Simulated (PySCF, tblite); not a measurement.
**CH₁₀NSSi₃ radical: geometry, infrared bands and EPR parameters**

Aim: predict the infrared bands and EPR parameters of CH₁₀NSSi₃ radical (`[CH2]S[SiH2]N([SiH3])[SiH3]`).

Programs: tblite 0.8.0 and PySCF 2.14.0, with density-fitted response routines of our own. Each step states its level of theory. These are calculated values for one molecule in the gas phase, unless marked as measured. Atoms are numbered from 0 throughout.

## 1. Starting geometry

16 atoms, charge 0, multiplicity 2; geometry from: force field or distance geometry start.

Bonds of the start (Å): C0–S1 1.73, S1–Si2 2.15, Si2–N3 1.70, N3–Si4 1.68, N3–Si5 1.70, C0–H6 1.08, C0–H7 1.08, Si2–H8 1.48, Si2–H9 1.49, Si4–H10 1.48, Si4–H11 1.49, Si4–H12 1.48, Si5–H13 1.48, Si5–H14 1.49, Si5–H15 1.48.

## 2. Relaxing the molecule with GFN2-xTB

The job: settings as JSON, then the geometry in Å.

```
{"job": {"kind": "relax", "xc": "GFN2-xTB", "basis": "xTB"}, "charge": 0, "multiplicity": 2}
C      3.059200     0.512500    -0.252300
S      2.113700     1.315500     0.951100
Si     0.352200     0.111600     1.223600
N     -0.337100    -0.200400    -0.299600
Si    -1.271200     1.101600    -0.799200
Si    -1.335700    -1.569000    -0.169900
H      2.678700    -0.352300    -0.784500
H      4.027900     0.918900    -0.516600
H      0.812600    -1.145400     1.855200
H     -0.605900     0.790900     2.145500
H     -2.379600     1.381300     0.139600
H     -1.842500     0.803100    -2.140600
H     -0.433200     2.312000    -0.943100
H     -1.943600    -1.864200    -1.483900
H     -2.394500    -1.365100     0.853900
H     -0.508700    -2.742200     0.209500
```

Started as:

```bash
$ OMP_NUM_THREADS=1 python probes_run.py task.json out
```

This one command runs all jobs of the session in turn.

**Question.** This job is followed by: GFN2-xTB harmonic vibrations, gas phase; UKS B3LYP, pcH-1 on C H N S Si, non-relativistic, mean-field spin-orbit, GIAO. What will the session give for the following? strongest single infrared mode (GFN2-xTB); zero-point energy (GFN2-xTB); g(iso) (B3LYP); ⟨S²⟩; largest a(iso) (averaged by class); potential on the surface of density 0.002 e/bohr³, 1st and 99th percentile.

As calculated:

| quantity | value |
| --- | --- |
| strongest single infrared mode (GFN2-xTB) | 799 cm⁻¹, 816 km/mol |
| zero-point energy (GFN2-xTB) | 59.8 kcal/mol |
| g(iso) (B3LYP) | 2.00516 |
| ⟨S²⟩ | 0.754 (exact 0.75) |
| largest a(iso) (averaged by class) | 13C on C0, 107.9 MHz |
| potential on the surface of density 0.002 e/bohr³, 1st and 99th percentile | -0.75 V and 1.56 V |

What this shows: Over 104 steps the energy fell by 0.689 eV; of the close pairs, N3–Si4 changed most, 1.678 to 1.757 Å. The lowest mode is imaginary (35i cm⁻¹), so the xTB geometry is not a minimum: the zero-point energy counts the real modes alone, and all values at this geometry belong to a saddle point. The strongest single mode, at 799 cm⁻¹, has its largest shares on H15, H12, H14 and H10 (the list is cut at 4 atoms). Unscaled tight-binding wavenumbers are off by several per cent, some by more. Its intensities can rank the bands wrongly. Most of the unpaired spin sits on C0 (0.88 e). The isotropic g lies 2.8 ppt above the free-electron value. These values are for one conformer; the search (at its own cheap level) found 1 more, at 0.17 kcal/mol, and measured spectra average over such forms.
